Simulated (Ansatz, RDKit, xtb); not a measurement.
**C3H7BSi: ranking a sample of isomers**

Which of a sample of isomers of C3H7BSi is the most stable in the gas at 298.15 K, and what are its properties? The sample is small against all isomers, and the most stable one of this formula need not be in it.

The funnel: GFN2-xTB relaxations, single points with a density functional, relaxations at B3LYP/def2-SVP, harmonic vibrations, and a last energy at a higher level. All values are calculated.

**1. Possible bonding patterns**

Isomers were taken from a list of plausible structures; this is a sample, not all of them. That gives 3 candidates.

| label | SMILES | spin |
| --- | --- | --- |
| c589 | B[C@@H]([SiH3])C#C | singlet |
| c893 | BCC#C[SiH3] | singlet |
| c924 | BC#CC[SiH3] | singlet |

Candidates are built by distance geometry, with a force field where one applies, in up to four conformers (letters a to d).

Q: Predict the outcome of this search (final energies at CCSD(T)/def2-SVP + MP2/def2-TZVPP - MP2/def2-SVP).

| quantity | value |
| --- | --- |
| lowest structure found | BC#CC[SiH3], singlet, Cs |
| next finalist | BCC#C[SiH3], singlet, 2.3 kcal/mol higher in G |
| share at equilibrium, among the finalists | 97.8 % |
| harmonic wavenumbers, lowest and highest (B3LYP/def2-SVP) | 93 and 3072 cm⁻¹ |
| rotational constants, same geometry | 0.4262, 0.05201, 0.04815 cm⁻¹ |

The lowest structure found is `BC#CC[SiH3]`. The margin, 2.3 kcal/mol, is modest. GFN2-xTB, HF/STO-3G, r2SCAN-D4/def2-SVP, B3LYP/def2-SVP, HF/def2-SVP and MP2/def2-SVP already put its bonding pattern lowest among the structures in one piece. The search is not exhaustive (a finite list of starts, one conformer a finalist), so a lower isomer can't be ruled out. Only 3 drawn patterns were tried, so whole families of isomers are missing, and the result ranks this sample alone.
